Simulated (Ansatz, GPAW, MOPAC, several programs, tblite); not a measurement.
# SnTeS (a single layer): cheap methods against density-functional theory

Aim: run SnTeS as a single layer in vacuum through methods of unlike cost and see what each gets, and at what price.

Method: no spin polarisation, static lattice; gaps from single points on the cell relaxed beforehand with r²SCAN, in MOPAC, tblite, GPAW, Ansatz (versions at each run).

### Step 1. The system as given

Symmetry: P3m1, No. 156, trigonal system. The conventional cell has a = 3.897 Å, b = 3.897 Å, c = 30.149 Å, α = 90.00°, β = 90.00°, γ = 120.00°. Sn (site symmetry 3m) is surrounded by 3 S at 2.65 Å and 3 Te at 2.89 Å. S (site symmetry 3m) has 3 Sn at 2.65 Å as nearest neighbours. Te (site symmetry 3m) has 3 Sn at 2.89 Å as nearest neighbours.

Coordinates:

```cif
data_structure
_symmetry_space_group_name_H-M 'P 1'
_symmetry_Int_Tables_number 1
_cell_length_a 3.8970
_cell_length_b 3.8970
_cell_length_c 30.1487
_cell_angle_alpha 90.000
_cell_angle_beta 90.000
_cell_angle_gamma 120.000
_cell_volume 396.52
loop_
_atom_site_label
_atom_site_type_symbol
_atom_site_fract_x
_atom_site_fract_y
_atom_site_fract_z
_atom_site_occupancy
Sn1 Sn 0.00000 0.00000 0.30311 1
S1 S 0.33333 0.66667 0.34963 1
Te1 Te 0.66667 0.33333 0.24281 1
```

The cell holds a single layer (1T monolayer (Janus)) with vacuum along c; the form is built, and need not be the compound's stable one.

**Question.** The methods are PM6, PM7, GFN1-xTB (tblite), PBE/single-zeta, coarse PBE, PBE, r2SCAN. What gap does r2SCAN give on this cell, and which other methods (full PBE left aside) come nearest to r2SCAN and farthest in gap?

```
                                      quantity                                  value
                                        r2SCAN                                 no gap
gap: nearest and farthest of the other methods  coarse PBE (+0.00 eV), PM7 (+6.23 eV)
```

Among the 5 methods compared for the gap (full PBE left aside), coarse PBE is nearest to r2SCAN and PM7 farthest. A minimal basis or a coarse cutoff and mesh shifts results by its own error, so closeness to r2SCAN can be chance. Cluster runs see only the k-points that fold onto the zone centre, so their gaps can miss the band edges. Overlaps count as a gap of zero in the misses; they are coarse PBE -0.23, PBE -0.25, r2SCAN -0.09 eV. CPU times run from 0.51 s (PM7) to 37 s (r2SCAN). PM6, PM7, GFN1-xTB (tblite), PBE/single-zeta disagree with r2SCAN even on whether there is a gap. Semilocal functionals can close a small real gap, so r2SCAN's «no gap» may be its own error. r2SCAN is a yardstick, not the truth. Spin-orbit coupling is left out throughout.
